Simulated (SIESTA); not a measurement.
Hf2Pd2Se2Br2O3:

```
CELL_PARAMETERS angstrom
7.58666 -1.70971 -1.17576
7.58666 1.70971 -1.17576
-2.02446 0.00000 13.05155
ATOMIC_POSITIONS crystal
Hf 0.94514 0.94514 0.06144
Hf 0.60628 0.60628 0.28309
Pd 0.17920 0.17920 0.50964
Pd 0.32286 0.32286 0.74307
Se 0.92232 0.92232 0.84566
Se 0.78991 0.78991 0.58800
Br 0.58645 0.58645 0.04520
Br 0.24604 0.24604 0.28651
O 0.59701 0.59701 0.42127
O 0.38554 0.38554 0.07302
O 0.03094 0.03094 0.22169
```

The cell was built by a generator and needn't be a form met in nature.

Program: SIESTA 5.4.2. Alike in all runs: task band structure; level PBE; no spin polarisation; cell as given; k mesh 8 × 8 × 2; smearing fermi-dirac 0.05 eV; grid cutoff 800 Ry; energy shift 0.003 Ry. Hardware: 4 MPI ranks on Intel(R) Xeon(R) Platinum 8488C (Sapphire Rapids), on a shared host.

Problem. Order these runs on this cell by their wall time, lowest first.
A. potentials or basis PseudoDojo 0.4 standard (PBE files), SZ (energy shift 0.003 Ry)
B. potentials or basis PseudoDojo 0.4 standard (PBE files), TZDP (energy shift 0.003 Ry; two zetas on semicore shells)
C. potentials or basis PseudoDojo 0.4 standard (PBE files), DZP (energy shift 0.003 Ry; two zetas on semicore shells)

Solution. A (82 s), C (220 s), B (460 s).

Caveats: the basis has no polarisation orbitals (some runs).
